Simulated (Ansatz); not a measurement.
CaBr:

```
CELL_PARAMETERS angstrom
4.08415 0.00000 0.00000
-2.04207 3.53698 0.00000
0.00000 0.00000 9.67213
ATOMIC_POSITIONS crystal
Br 0.66667 0.33333 0.53449
Br 0.33333 0.66667 0.03449
Ca 0.66667 0.33333 0.84051
Ca 0.33333 0.66667 0.34051
```

The cell comes from a database or a generator and needn't be the stable form of this composition.

```yaml
Program: Ansatz 0.2.0
Task: relaxation of cell and atoms
Functional: PBE
Potentials_or_basis: PseudoDojo stringent (PBE files)
Cutoff: 1034 eV
Density_cutoff: 4136 eV
k_mesh: 8 × 8 × 3
Occupations: fermi-dirac, width 0.05 eV
Spin: no spin polarisation
```

At the start: volume 34.93 Å³/atom.

How do energy, volume and symmetry change on relaxing?

It ends after 4 steps and the volume is 35.35 Å³/atom (+1.2 %); space group P6_3mc (No. 186, to 0.05 Å).

Step by step:
| step | energy change (eV) | largest force (eV/Å) | volume (Å³) |
| --- | --- | --- | --- |
| 1 | 0.0000 | 0.1256 | 139.72 |
| 2 | -0.0128 | 0.0232 | 140.89 |
| 3 | -0.0134 | 0.0010 | 141.39 |
| 4 | -0.0136 | 0.0010 | 141.39 |

Final structure:
```cif
data_structure
_symmetry_space_group_name_H-M 'P 1'
_symmetry_Int_Tables_number 1
_cell_length_a 4.0719
_cell_length_b 4.0719
_cell_length_c 9.8469
_cell_angle_alpha 90.000
_cell_angle_beta 90.000
_cell_angle_gamma 120.000
_cell_volume 141.39
loop_
_atom_site_label
_atom_site_type_symbol
_atom_site_fract_x
_atom_site_fract_y
_atom_site_fract_z
_atom_site_occupancy
Br1 Br 0.66667 0.33333 0.53678 1
Br2 Br 0.33333 0.66667 0.03678 1
Ca1 Ca 0.66667 0.33333 0.83822 1
Ca2 Ca 0.33333 0.66667 0.33822 1
```

Caveat: the plane-wave basis is chosen anew once the cell has moved, so the energies of steps on either side of that aren't comparable.
